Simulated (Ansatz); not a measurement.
The system is Hf2Pd2Se2Br2O3.

```
Hf Pd Se Br O
1.0
     5.76069    0.00496   -0.00286
    -0.52750    5.84664    0.03413
    -1.48435   -0.92642    6.64586
Hf Pd Se Br O
2 2 2 2 3
Direct
  0.74540 0.39602 0.34989
  0.28763 0.45322 0.59401
  0.90854 0.13294 0.84849
  0.25249 0.90323 0.35874
  0.63469 0.40355 0.93716
  0.62597 0.78174 0.53023
  0.85273 0.99089 0.15355
  0.22526 0.82084 0.86223
  0.96040 0.28925 0.59026
  0.43233 0.24524 0.40864
  0.07457 0.58308 0.36682
```

The cell was built by a generator and needn't be a form met in nature.

| Property | Result |
| --- | --- |
| Program | Ansatz 0.2.0 |
| Task | relaxation of cell and atoms |
| Functional | PBE |
| Dispersion | D3(BJ) |
| Potentials or basis | Ansatz PAW |
| Cutoff | 420 eV (not typed: the program's choice for these potentials) |
| k mesh | 4 × 4 × 3 |
| Occupations | fermi-dirac, width 0.05 eV |
| Spin | no spin polarisation |

At the start: volume 20.36 Å³/atom.

Where does the relaxation end?

It ends after 8 steps and the volume is 19.63 Å³/atom (-3.6 %); space group P1 (No. 1, to 0.05 Å).

Step by step:
```csv
step,energy change (eV),largest force (eV/Å),volume (Å³)
1,0.0000,0.0232,224.01
2,-0.0252,0.3182,211.37
3,-0.0681,0.0712,216.88
4,-0.0698,0.0534,216.42
5,-0.0708,0.0134,216.14
6,-0.0624,0.0134,216.14
7,-0.0627,0.0039,215.95
8,-0.0625,0.0040,215.95
```

Final structure:
```cif
data_structure
_symmetry_space_group_name_H-M 'P 1'
_symmetry_Int_Tables_number 1
_cell_length_a 5.7155
_cell_length_b 5.8052
_cell_length_c 6.7692
_cell_angle_alpha 96.943
_cell_angle_beta 102.671
_cell_angle_gamma 95.140
_cell_volume 215.95
loop_
_atom_site_label
_atom_site_type_symbol
_atom_site_fract_x
_atom_site_fract_y
_atom_site_fract_z
_atom_site_occupancy
Hf1 Hf 0.74403 0.39586 0.34754 1
Hf2 Hf 0.28891 0.45430 0.59614 1
Pd1 Pd 0.91044 0.13127 0.84938 1
Pd2 Pd 0.25090 0.90273 0.35768 1
Se1 Se 0.63451 0.40506 0.93591 1
Se2 Se 0.62851 0.78630 0.53201 1
Br1 Br 0.84610 0.98348 0.15234 1
Br2 Br 0.23174 0.82560 0.86911 1
O1 O 0.96059 0.28974 0.59214 1
O2 O 0.42975 0.24394 0.40398 1
O3 O 0.07453 0.58171 0.36379 1
```

Caveat: the plane-wave basis is chosen anew once the cell has moved, so the energies of steps on either side of that aren't comparable.
